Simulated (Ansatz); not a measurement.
# C₄H₁₂F₂N₂Si: up Jacob's ladder to CCSD(T)

How much do the methods differ for C₄H₁₂F₂N₂Si? The plan is to run it at one geometry with functionals of several rungs and with coupled cluster. The yardstick is the atomisation energy at the CCSD(T) limit.

The runs use Ansatz 0.2.0, Gaussian basis; functionals in def2-TZVPP, the program's frozen cores in correlated methods.

Plan: LDA (SPW92), PBE-D4, revPBE-D4, BLYP-D4, r2SCAN-D4, B97M-V, PBE0-D4, B3LYP-D4, r2SCANh-D4, r2SCAN0-D4, HSE06-D4, BHLYP-D4, CAM-B3LYP-D4, LC-ωPBE, ωB97X-V, ωB97M-V, B2PLYP, PBE-QIDH; CCSD(T)/def2-SVP; CCSD(T)/def2-TZVPP; MP2/def2-QZVPP; extrapolation to the limit; RPA on PBE.

### Step 1. The geometry

The geometry comes from an earlier relaxation with PBE0-D4 in a triple-zeta def2 set; it is a stationary point, not always the lowest conformer.

21 atoms, charge 0, spin multiplicity 1.

Atoms are counted from 1 here; the program's logs count them from 0.

Bond lengths: C1–N2 1.445 Å, C1–H10 1.098 Å, C1–H11 1.098 Å, C1–H12 1.091 Å, N2–C3 1.445 Å, N2–Si4 1.689 Å, C3–H13 1.098 Å, C3–H14 1.089 Å, C3–H15 1.097 Å, Si4–F5 1.594 Å, Si4–F6 1.594 Å, Si4–N7 1.689 Å, N7–C8 1.445 Å, N7–C9 1.445 Å, C8–H16 1.097 Å, C8–H17 1.089 Å, C8–H18 1.098 Å, C9–H19 1.098 Å and more. Angles: N2–C1–H10 111.7°, N2–C1–H11 110.8°, N2–C1–H12 110.5°, H10–C1–H11 107.7°, H10–C1–H12 108.1°, H11–C1–H12 108.0°, C1–N2–C3 113.5°, C1–N2–Si4 121.5°, C3–N2–Si4 124.1°, N2–C3–H13 111.6°, N2–C3–H14 110.7°, N2–C3–H15 110.5°, H13–C3–H14 108.3°, H13–C3–H15 107.6°, H14–C3–H15 108.1°, N2–Si4–F5 115.3°, N2–Si4–F6 105.7°, N2–Si4–N7 111.3° and more.

### Step 2. LDA

This LDA is Slater exchange with PW92 correlation.

Contents of in.yaml:

```yaml
crystal:
  periodic: [false, false, false]
  atoms:
    - {symbol: C, position_ang: [-1.692268, -1.098136, 0.288769]}
    - {symbol: N, position_ang: [-1.249627, 0.242062, 0.597938]}
    - {symbol: C, position_ang: [-2.328368, 1.141591, 0.938977]}
    - {symbol: Si, position_ang: [0.386343, 0.604350, 0.807746]}
    - {symbol: F, position_ang: [1.021761, 0.117706, 2.186728]}
    - {symbol: F, position_ang: [0.467306, 2.194070, 0.899406]}
    - {symbol: N, position_ang: [1.330294, -0.099005, -0.403023]}
    - {symbol: C, position_ang: [2.675668, -0.586745, -0.199866]}
    - {symbol: C, position_ang: [0.943811, -0.035762, -1.793812]}
    - {symbol: H, position_ang: [-2.208099, -1.561435, 1.140140]}
    - {symbol: H, position_ang: [-2.388799, -1.092188, -0.559404]}
    - {symbol: H, position_ang: [-0.843081, -1.730002, 0.023283]}
    - {symbol: H, position_ang: [-2.877459, 0.796534, 1.825092]}
    - {symbol: H, position_ang: [-1.945608, 2.141032, 1.141939]}
    - {symbol: H, position_ang: [-3.045259, 1.213497, 0.111386]}
    - {symbol: H, position_ang: [2.786864, -1.594356, -0.619804]}
    - {symbol: H, position_ang: [2.910114, -0.636070, 0.862770]}
    - {symbol: H, position_ang: [3.417814, 0.059796, -0.686674]}
    - {symbol: H, position_ang: [1.002198, -1.027850, -2.259559]}
    - {symbol: H, position_ang: [-0.082655, 0.321985, -1.889905]}
    - {symbol: H, position_ang: [1.594349, 0.639324, -2.365328]}
basis:
  gaussian: {orbitals: def2-TZVPP}
hamiltonian: {xc: lda}
output: {orbitals: {seedname: orbitals}}
```

The run is started by

```sh
$ ansatz run in.yaml --threads 5 --pin off --events-out ev --progress --plain --max-ram 66560MiB --backend cuda --devices 0, --max-vram 37GiB
```

After this run come: PBE-D4 (GGA); revPBE-D4 (GGA); BLYP-D4 (GGA); r2SCAN-D4 (meta-GGA); B97M-V (meta-GGA); PBE0-D4 (hybrid); B3LYP-D4 (hybrid); r2SCANh-D4 (hybrid); r2SCAN0-D4 (hybrid); HSE06-D4 (hybrid); BHLYP-D4 (hybrid); CAM-B3LYP-D4 (range-separated); LC-ωPBE (range-separated); ωB97X-V (range-separated); ωB97M-V (range-separated); B2PLYP (double hybrid); PBE-QIDH (double hybrid); CCSD(T) in def2-SVP; CCSD(T) in def2-TZVPP; MP2 in def2-QZVPP; RPA on PBE orbitals.

**Question.** What will the summary of the whole plan be? Wanted: atomisation energy, CCSD(T)/CBS; farthest beyond LDA; mean size of error, GGA; mean size of error, meta-GGA; mean size of error, hybrid; mean size of error, range-separated; mean size of error, double hybrid; gap, smallest and largest; T1 diagnostic.

The runs gave:

| quantity | value |
| --- | --- |
| atomisation energy, CCSD(T)/CBS | 86.578 eV |
| functionals within 0.433 eV (0.5 %) | BLYP-D4, r2SCAN-D4, B97M-V, PBE0-D4, B3LYP-D4, HSE06-D4, LC-ωPBE, ωB97X-V, ωB97M-V |
| farthest beyond LDA | BHLYP-D4 (-2.309 eV) |
| mean size of error, GGA | 0.724 eV |
| mean size of error, meta-GGA | 0.105 eV |
| mean size of error, hybrid | 0.742 eV |
| mean size of error, range-separated | 0.324 eV |
| mean size of error, double hybrid | 0.779 eV |
| gap, smallest and largest | 5.42 eV (LDA (SPW92)), 12.50 eV (LC-ωPBE) |
| T1 diagnostic | 0.0106 |
| triples share of the correlation energy | 3.5 % |

The LDA atomisation energy is off by 12.315 eV (14 %): it overbinds. PBE-D4 is off by +1.519 eV. Double hybrids carry the basis error of their MP2 part in triple zeta, and no dispersion term here, so their miss is partly the set-up's. The rungs meta-GGA, range-separated miss on average by less than the doubt on the reference (0.433 eV), so they tie. The reference freezes the cores and leaves out relativity and excitations past (T), so misses under about 0.433 eV can't be ranked. Hartree-Fock recovers 73 % of the binding; the rest is correlation. CCSD(T) in def2-SVP is off by -4.922 eV, more than most functionals: a good method in a small basis is no reference. Orbital gaps span 5.4 to 12.5 eV; exact exchange widens them.
